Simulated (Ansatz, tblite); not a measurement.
LaTlO2: GFN1-xTB, run from Python

These are simulated results from tblite 0.8.0, not measurements. The cell was built from a prototype and was relaxed with r2SCAN in plane waves (Ansatz 0.2.0). It may be hypothetical. All runs are without spin polarisation.

The symmetry is P4/nmm (No. 129, tetragonal); a = 3.535 Å, c = 12.738 Å in the conventional setting, 19.90 Å³ an atom. Tl has 4 O at 2.75 Å; O has 1 La at 2.13 Å and 4 Tl at 2.75 Å; O has 5 La at 2.54–2.69 Å; La has 6 O at 2.13–2.69 Å.

tblite solves periodic systems at the zone centre alone, so the script builds a cluster of 3×3×1 conventional cells (72 atoms), which folds in a coarse mesh of k points.

The script, run.py:

```python
import json
from ase import Atoms
from ase.build import make_supercell
from ase.units import Bohr, GPa, Hartree
from tblite.interface import Calculator

atoms = Atoms(['Tl', 'O', 'Tl', 'O', 'La', 'O', 'La', 'O'],
              cell=[[3.53495406, 0.0, 0.0], [0.0, 3.53495406, 0.0], [0.0, 0.0, 12.7379804]],
              scaled_positions=[[0.5, 0.0, 0.879549732], [0.5, 0.0, 0.209574696], [0.0, 0.5, 0.120450268], [0.0, 0.5, 0.412794486], [0.5, 0.0, 0.376401421], [0.5, 0.0, 0.587205514], [0.0, 0.5, 0.623598579], [0.0, 0.5, 0.790425304]],
              pbc=True)
cluster = make_supercell(atoms, [[3, 0, 0], [0, 3, 0], [0, 0, 1]])
calc = Calculator('GFN1-xTB', cluster.numbers, cluster.positions / Bohr, lattice=cluster.cell[:] / Bohr, periodic=cluster.pbc)
calc.set('temperature', 0.02 / Hartree)
calc.set('max-iter', 150)
res = calc.singlepoint()
levels = res.get('orbital-energies') * Hartree
nv = round(res.get('orbital-occupations').sum() / 2)
cells = len(cluster) // len(atoms)
out = {'energy_per_cell': res.get('energy') * Hartree / cells, 'homo': levels[nv - 1], 'lumo': levels[nv],
       'stress': (-res.get('virial') * Hartree / cluster.get_volume() / GPa).tolist(), 'charges': res.get('charges')[:len(atoms)].tolist(), 'electrons': 2 * nv / cells}
json.dump(out, open('results.json', 'w'))
for key, value in out.items():
    print(key, value)
```

Command: `python run.py`. It took 4.7 s on 1 thread of Arm Neoverse V1 (shared host), peak memory 0.11 GiB.

The log:

```
------------------------------------------------------------
  cycle        total energy    energy error   density error
------------------------------------------------------------
      1     -172.0628318716  -1.7167123E+02   1.2116979E+00
      2     -323.6799247306  -1.5161709E+02   3.7688914E+00
      3     -182.9581848068   1.4072174E+02   8.6319824E-01
      4     -199.8192114934  -1.6861027E+01   5.5963928E-01
      5     -199.2356204215   5.8359107E-01   5.5400024E-01
      6     -198.1732151670   1.0624053E+00   4.9413154E-01
      7     -200.9303462152  -2.7571310E+00   4.2578618E-01
      8     -201.7113570790  -7.8101086E-01   3.8119842E-01
      9     -203.2202367181  -1.5088796E+00   3.1679084E-01
     10     -203.9703869458  -7.5015023E-01   2.7302483E-01
     11     -204.3124973093  -3.4211036E-01   2.5033931E-01
     12     -204.6369961135  -3.2449880E-01   2.2643581E-01
     13     -205.5129459856  -8.7594987E-01   1.4831347E-01
     14     -205.9194554186  -4.0650943E-01   8.8635083E-02
     15     -206.1112778170  -1.9182240E-01   6.0805367E-02
     16     -206.1157136084  -4.4357914E-03   6.0322842E-02
     17     -206.1143565576   1.3570508E-03   6.0834527E-02
     18     -205.8532933704   2.6106319E-01   9.1156510E-02
     19     -205.2849986595   5.6829471E-01   1.6000254E-01
     20     -206.1584694103  -8.7347075E-01   5.6119672E-02
     21     -205.9758617645   1.8260765E-01   9.0766642E-02
     22     -195.8421695019   1.0133692E+01   6.0949085E-01
     23     -195.0376751768   8.0449433E-01   6.0475742E-01
     24     -204.0182983941  -8.9806232E+00   2.4689011E-01
     25     -205.4239215387  -1.4056231E+00   1.5400243E-01
     26     -205.7800249145  -3.5610338E-01   1.0571153E-01
     27     -206.1347335062  -3.5470859E-01   4.8665898E-02
     28     -206.1782268981  -4.3493392E-02   3.3636244E-02
     29     -205.5434977597   6.3472914E-01   1.3075474E-01
     30     -206.0064733731  -4.6297561E-01   7.5070723E-02
     31     -206.2177359981  -2.1126262E-01   2.2021289E-02
     32     -206.2116177519   6.1182462E-03   2.6951228E-02
     33     -206.2121602948  -5.4254295E-04   2.5299835E-02
     34     -206.2328893402  -2.0729045E-02   8.5362847E-03
     35     -206.2190554921   1.3833848E-02   2.0890458E-02
     36     -206.2340126874  -1.4957195E-02   5.4947517E-03
     37     -206.2332893391   7.2334830E-04   7.3137799E-03
     38     -206.2332794412   9.8979220E-06   7.4725431E-03
     39     -206.2340704967  -7.9105551E-04   5.7566387E-03
     40     -206.2341663561  -9.5859318E-05   5.4859789E-03
     41     -206.2349623359  -7.9597983E-04   3.2463688E-03
     42     -206.2348544906   1.0784533E-04   3.8048924E-03
     43     -206.2350471796  -1.9268903E-04   2.8261357E-03
     44     -206.2350530834  -5.9038219E-06   2.8013513E-03
     45     -206.2349194943   1.3358912E-04   3.4307078E-03
     46     -206.2349565587  -3.7064362E-05   3.2380014E-03
     47     -206.2348993700   5.7188641E-05   3.4473895E-03
     48     -206.2349629350  -6.3565012E-05   3.1366849E-03
     49     -206.2349891107  -2.6175700E-05   3.0099824E-03
     50     -206.2348351159   1.5399479E-04   3.6943325E-03
     51     -206.2351299805  -2.9486462E-04   2.2145089E-03
     52     -206.2351681390  -3.8158405E-05   1.9377144E-03
     53     -206.2351749589  -6.8199381E-06   1.8982818E-03
     54     -206.2351773037  -2.3448243E-06   1.8772685E-03
     55     -206.2351831190  -5.8152401E-06   1.8071753E-03
     56     -206.2351659589   1.7160040E-05   1.9085590E-03
     57     -206.2351981077  -3.2148790E-05   1.6498404E-03
     58     -206.2352065795  -8.4718199E-06   1.5513625E-03
     59     -206.2352062370   3.4251730E-07   1.5404749E-03
     60     -206.2352121873  -5.9503322E-06   1.4767566E-03
     61     -206.2352312336  -1.9046276E-05   1.2695018E-03
     62     -206.2352394373  -8.2036761E-06   1.1333385E-03
     63     -206.2352580442  -1.8606901E-05   8.5429662E-04
     64     -206.2352696827  -1.1638473E-05   6.3853202E-04
     65     -206.2352725853  -2.9026050E-06   5.8452670E-04
     66     -206.2352767257  -4.1403798E-06   4.8446221E-04
     67     -206.2352840039  -7.2782982E-06   1.9154516E-04
     68     -206.2352838002   2.0370007E-07   2.3188460E-04
     69     -206.2352853076  -1.5073726E-06   7.2812499E-05
     70     -206.2352854077  -1.0006141E-07   4.8820219E-05
     71     -206.2352854715  -6.3809438E-08   2.8495144E-05
     72     -206.2352854791  -7.6083495E-09   2.5325798E-05
     73     -206.2352854883  -9.1926893E-09   1.9987447E-05
------------------------------------------------------------

 total:                                   4.036 sec
energy_per_cell -623.5497739186164
homo -13.931684140730502
lumo -13.93168342976691
stress [[3.454723491912484, -4.2790648954797904e-06, -2.322820344476608e-06], [-4.279064895480097e-06, 3.454723484301531, 2.323126700073767e-06], [-2.3228203444624e-06, 2.3231267001152555e-06, 1.1000943052659957]]
charges [0.32909143055802703, -0.6063398607209016, 0.329091829681631, -0.6638584881131013, 0.9411594799598146, -0.6638603200209752, 0.9411939634890718, -0.6063434669846532]
electrons 36.0
```

The cycle table is in hartree for the whole cluster, and the lines after it are in eV (the energy for one cell). The printed stress is in GPa and positive in compression, and the pressure is its mean diagonal.

GFN1-xTB gives no gap at the points read. On the same cell, plane-wave PBE (Ansatz, 8×8×2 k points and the special points) gives a gap of 0.80 eV and r2SCAN a gap of 1.10 eV; on shared hosts these took about 17 and 44 core-seconds on the 8-atom cell, against 4.7 for the script. Spin-orbit coupling, left out in all these runs, can cut or reorder the gap by tenths of an eV, up to about 1 eV with Pb or Bi. This method closes a gap that PBE finds, a failure in kind.

The same script was run on cells scaled at fixed shape and fractional coordinates:

```csv
volume (Å³/atom),energy (meV/atom),"pressure (GPa, positive in compression)",gap (eV)
17.51,73.2,7.27,0.00
18.70,28.1,4.86,0.00
19.90,0.0,2.67,0.00
21.09,-12.5,0.73,0.00
22.28,-11.5,-0.92,0.00
```

A Birch-Murnaghan fit puts the minimum at 21.58 Å³/atom, 8.5 % above the given cell, with a bulk modulus of 31.2 GPa at fixed shape.

xTB was fitted mostly to molecules, and a small cluster samples few k points, so gaps, pressures and kinks along a curve can be far from a solid's.

Spin-orbit coupling is left out; in compounds of Pb, Bi, Tl or Hg it can lower a gap by up to about 1 eV, split its edges or invert the bands.
